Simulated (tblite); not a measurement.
# C8H10FP: the cost of one run

The runs use tblite 0.8.0 and PySCF 2.14.0, with density-fitted response routines of our own; the level of theory stands in each step. All values are computed, except where a source is named. Atoms are numbered from 0 throughout.

### 1 The starting structure

20 atoms, charge 0, multiplicity 1; geometry from: force field or distance geometry start.

Bonds of the start (Å): C0–C1 1.51, C1–C2 1.51, C1–C3 1.48, C3–C4 1.39, C4–C5 1.36, C5–C6 1.37, C6–C7 1.36, C7–F8 1.37, C7–P9 1.76, P9–C3 1.73, C0–H10 1.10, C0–H11 1.11, C0–H12 1.12, C1–H13 1.11, C2–H14 1.12, C2–H15 1.11, C2–H16 1.11, C4–H17 1.09, C5–H18 1.11, C6–H19 1.11.

### 2 Geometry optimisation with GFN2-xTB

Job settings and geometry (Å):

```
{"job": {"kind": "relax", "xc": "GFN2-xTB", "basis": "xTB"}, "charge": 0, "multiplicity": 1}
C     -2.080000    -0.966900    -0.593400
C     -1.496100     0.109700     0.284200
C     -1.853600     1.487900    -0.211100
C     -0.023900    -0.024000     0.184200
C      0.806600    -0.266600     1.266800
C      2.160100    -0.397400     1.202700
C      2.954900    -0.320500     0.091100
C      2.527000    -0.096100    -1.184800
F      3.378300    -0.043500    -2.254300
P      0.783900     0.097300    -1.338400
H     -1.329900    -1.312900    -1.320200
H     -2.336000    -1.828500     0.064800
H     -3.000400    -0.543900    -1.059600
H     -1.798100    -0.010000     1.347600
H     -1.199600     1.749400    -1.088000
H     -1.652300     2.230700     0.591600
H     -2.885500     1.530600    -0.610200
H      0.311300    -0.355500     2.238800
H      2.682000    -0.579100     2.164800
H      4.046000    -0.450100     0.220300
```

On the command line:

```bash
OMP_NUM_THREADS=1 python probes_run.py task.json out
```

One launch serves the whole session: the jobs run in the order shown.

**Question.** How long does this first job take on 1 thread of Arm Neoverse N1, shared host, and how much memory does it need?

About 1.1 s, with a peak of 0.18 GiB.
